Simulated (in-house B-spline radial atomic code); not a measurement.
**Kr: density, ELF and screening along the radius**

Aim: the shell structure of Kr in the radial density, the electron localisation function and the screened nuclear charge, under several settings.

Program: in-house B-spline radial atomic code version 1. Level of theory: several methods, spin-polarised, as named in each step; spherical all-electron atom at the radial basis limit. These are calculated values, not measurements, unless marked.

## Step 1: Starting point

| Property | Result |
| --- | --- |
| element | krypton (Z = 36) |
| charge | 0 |
| electrons | 36 |
| configuration | [Ar] 3d10 4s2 4p6 |
| nucleus | point (non-relativistic runs) or finite (X2C runs) |

The outer shells:

[Ar] 3d10 4s2 4p6
```
[Ar] core
3d [↑↓][↑↓][↑↓][↑↓][↑↓]
4s [↑↓]
4p [↑↓][↑↓][↑↓]
```

Where spins are not typed, each open shell is filled with up spins first.

## Step 2: LDA (VWN5), non-rel.

Input settings:

```ini
Z = 36
electrons = 36.0
configuration = [Ar] 3d10 4s2 4p6
hamiltonian = nr
method = lda,vwn
spin_polarised = True
```

Command:

```console
$ python run_scf.py task.json out
```

The settings of every run stand in task.json; they run in order.

## Step 3: PBE, non-rel.

Input settings:

```ini
Z = 36
electrons = 36.0
configuration = [Ar] 3d10 4s2 4p6
hamiltonian = nr
method = pbe,pbe
spin_polarised = True
```

## Step 4: Hartree-Fock, non-rel.

Input settings:

```ini
Z = 36
electrons = 36.0
configuration = [Ar] 3d10 4s2 4p6
hamiltonian = nr
method = hf
spin_polarised = True
```

## Step 5: BLYP, non-rel.

The settings differ from step 4 so:

```diff
@@ -4,3 +4,3 @@
 hamiltonian = nr
-method = hf
+method = b88,lyp
 spin_polarised = True
```

Q: How large is the system in each run, where do the shell borders lie, and what is the highest level?

As calculated:

| run | total energy (hartree) | highest level (eV) | radius holding 50 / 90 / 99 % (bohr) | radius at n = 0.001 (bohr) | ELF minima on the full grid (bohr) |
| --- | --- | --- | --- | --- | --- |
| LDA (VWN5), non-rel. | -2750.1479 | -9.424 | 0.478 / 1.83 / 3.39 | 4.04 | 0.068, 0.28, 0.92 |
| PBE, non-rel. | -2753.4161 | -9.283 | 0.478 / 1.83 / 3.39 | 4.04 | 0.068, 0.28, 0.92 |
| Hartree-Fock, non-rel. | -2752.0550 | -14.264 | 0.478 / 1.84 / 3.37 | 4.03 | 0.068, 0.28, 0.92 |
| BLYP, non-rel. | -2753.8496 | -9.125 | 0.478 / 1.83 / 3.42 | 4.06 | 0.068, 0.28, 0.92 |

What this shows: In the first run ELF has 3 minima on the grid, which mark the borders between shells. On the record's full grid the screened charge (r times the electrostatic potential) falls from 35.9 near the nucleus to 0.00 at 6.8 bohr; far out it tends to the net charge, 0. The grid is coarse (about 22 % a step), so the places of minima are rough.

Members of this set that are not shown: 1 used exact exchange with fractional occupations of an open shell, which is unsound here.
